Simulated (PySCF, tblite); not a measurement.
# C5H6F3 radical: geometry, infrared bands and EPR parameters

Wanted: the infrared bands and EPR parameters of C5H6F3 radical (`C[C@@H]1[CH][C@H]1C(F)(F)F`), by calculation.

Programs: tblite 0.8.0 and PySCF 2.14.0, with density-fitted response routines of our own. Each step states its level of theory. These are calculated values for one molecule in the gas phase, unless marked as measured. Atoms are numbered from 0 throughout.

### 1 Starting geometry

14 atoms, charge 0, multiplicity 2; geometry from: force field or distance geometry start.

Bonds of the start (Å): C0–C1 1.48, C1–C2 1.44, C2–C3 1.44, C3–C4 1.49, C4–F5 1.35, C4–F6 1.36, C4–F7 1.35, C3–C1 1.51, C0–H8 1.09, C0–H9 1.11, C0–H10 1.10, C1–H11 1.10, C2–H12 1.08, C3–H13 1.08.

### 2 Relaxing the molecule with GFN2-xTB

Job settings and geometry (Å):

```
{"job": {"kind": "relax", "xc": "GFN2-xTB", "basis": "xTB"}, "charge": 0, "multiplicity": 2}
C     -2.006200    -0.085500     0.020500
C     -0.621700     0.245600     0.408400
C      0.098000     1.328600    -0.220800
C      0.531500    -0.011000    -0.538400
C      1.829100    -0.561200    -0.044800
F      1.786900    -1.911700    -0.020400
F      2.833500    -0.192100    -0.887300
F      2.147300    -0.117600     1.194500
H     -2.180700     0.044200    -1.051700
H     -2.724200     0.558900     0.562700
H     -2.246800    -1.124100     0.274200
H     -0.459800     0.133200     1.486800
H      0.686400     2.050900     0.331800
H      0.326000    -0.358600    -1.537700
```

Command:

```sh
OMP_NUM_THREADS=1 python probes_run.py task.json out
```

One launch serves the whole session: the jobs run in the order shown.

**Question.** This job is followed by: GFN2-xTB harmonic vibrations, gas phase; UKS B3LYP, pcH-1 on C F H, non-relativistic, mean-field spin-orbit, GIAO. Predict these results of the whole session: strongest single infrared mode (GFN2-xTB); zero-point energy (GFN2-xTB); g(iso) (B3LYP); ⟨S²⟩; largest a(iso) (averaged by class); surface potential, 1st and 99th percentile.

**Answer**, as computed:

| quantity | value |
| --- | --- |
| strongest single infrared mode (GFN2-xTB) | 1043 cm⁻¹, 311 km/mol |
| zero-point energy (GFN2-xTB) | 61.2 kcal/mol |
| g(iso) (B3LYP) | 2.00271 |
| ⟨S²⟩ | 0.753 (exact 0.75) |
| largest a(iso) (averaged by class) | 13C on C2, 270.9 MHz |
| surface potential, 1st and 99th percentile | -0.71 V and 1.15 V |

What this shows: The optimisation took 50 steps and gained 0.159 eV; among the close pairs (by a distance rule), C0–C1 changed most, from 1.475 to 1.512 Å. No mode is imaginary among the 36: a minimum at this level. The strongest single mode, at 1043 cm⁻¹, moves mainly C4. Unscaled tight-binding wavenumbers are off by several per cent, some by more. Its intensities can rank the bands wrongly. Most of the unpaired spin sits on C2 (0.98 e). The isotropic g lies 0.4 ppt above the free-electron value.
